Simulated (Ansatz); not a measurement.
## CsLiCr2Te2S3 in Ansatz: convergence with k mesh

Input of the first run (k mesh 2 × 2 × 1); the others differ in this setting and in those tied to it:

input.yaml

```yaml
crystal:
  lattice:
    - [7.05684, 0.0, 0.00788]
    - [0.0, 3.9806, 0.0]
    - [-2.68302, 0.0, 8.67869]
  atoms:
    - { symbol: Cs, position: [0.07739, 0.0, 0.37706] }
    - { symbol: Li, position: [0.86424, 0.5, 0.78883] }
    - { symbol: Cr, position: [0.12646, 0.0, 0.94616], spin: 3.0 }
    - { symbol: Cr, position: [0.5929, 0.5, 0.97165], spin: 3.0 }
    - { symbol: Te, position: [0.50838, 0.0, 0.1527] }
    - { symbol: Te, position: [0.55612, 0.0, 0.74893] }
    - { symbol: S, position: [0.87426, 0.0, 0.68502] }
    - { symbol: S, position: [0.25176, 0.5, 0.84402] }
    - { symbol: S, position: [0.96294, 0.5, 0.05357] }
hamiltonian:
  xc: pbe
  pseudopotentials: { kind: paw }
magnetization:
  spin_polarized: true
kpoints:
  mp_grid: { grid: [2, 2, 1] }
scf:
  occupations: { method: fermi_dirac, width: 0.05 }
output:
  forces: true
  stress: true
  eigenvalues: true
```

Potentials or basis: Ansatz PAW.

Command:

```console
$ ansatz run input.yaml --threads 8 --pin off --max-ram 20480MiB --backend cpu --events-out ev --progress --plain --runs-dir out
```

The cell was built by a generator and needn't be a form met in nature.

Hardware: 8 threads of INTEL(R) XEON(R) PLATINUM 8581C CPU @ 2.30GHz (Emerald Rapids) (shared host).

| k mesh | energy less the tightest run, at zero smearing (meV/atom) | pressure (GPa) | largest force (eV/Å) | absolute moment (μB) | gap on the mesh (eV) | SCF cycles | CPU time (s) | peak memory (GiB) |
| --- | --- | --- | --- | --- | --- | --- | --- | --- |
| 2 × 2 × 1 | 35.86 | 0.32 | 0.258 | 7.25 | 0.630 | 22 | 12 | 0.91 |
| 2 × 3 × 2 | 5.40 | 0.09 | 0.046 | 7.23 | 0.494 | 22 | 27 | 1.1 |
| 3 × 4 × 2 | 3.60 | 0.05 | 0.023 | 7.21 | 0.562 | 23 | 43 | 1.2 |
| 3 × 5 × 3 | 1.40 | 0.04 | 0.012 | 7.21 | 0.598 | 23 | 59 | 1.3 |
| 4 × 6 × 3 | 0.42 | 0.03 | 0.009 | 7.21 | 0.509 | 23 | 98 | 1.5 |
| 5 × 8 × 4 | 0.09 | 0.02 | 0.010 | 7.21 | 0.508 | 23 | 190 | 2.1 |
| 6 × 9 × 5 | 0.04 | 0.02 | 0.010 | 7.21 | 0.502 | 23 | 280 | 2.7 |
| 7 × 11 × 5 | 0.00 | 0.01 | 0.010 | 7.21 | 0.483 | 23 | 380 | 3.3 |

Against the tightest run, the energy stays within 1 meV/atom from 4 × 6 × 3 on; the pressure stays within 0.1 GPa from 2 × 3 × 2 on; the largest force stays within 0.005 eV/Å from 3 × 5 × 3 on; the absolute moment stays within 0.02 μB from 3 × 4 × 2 on. Not settled before the last step: the gap on the mesh (to 0.01 eV). Meshes of other sizes hit other points, so gaps and Fermi surfaces needn't settle smoothly. The tightest run that finished is the yardstick and may itself not be fully converged.

Caveat, for the tightest run too: odd divisions of the mesh miss points on the zone boundary, where band edges often lie, so the gap on the mesh can be too wide; spin-orbit coupling is left out, which moves the levels of the heavy elements; only a ferromagnetic start was run, and an antiferromagnetic order may lie lower in energy.
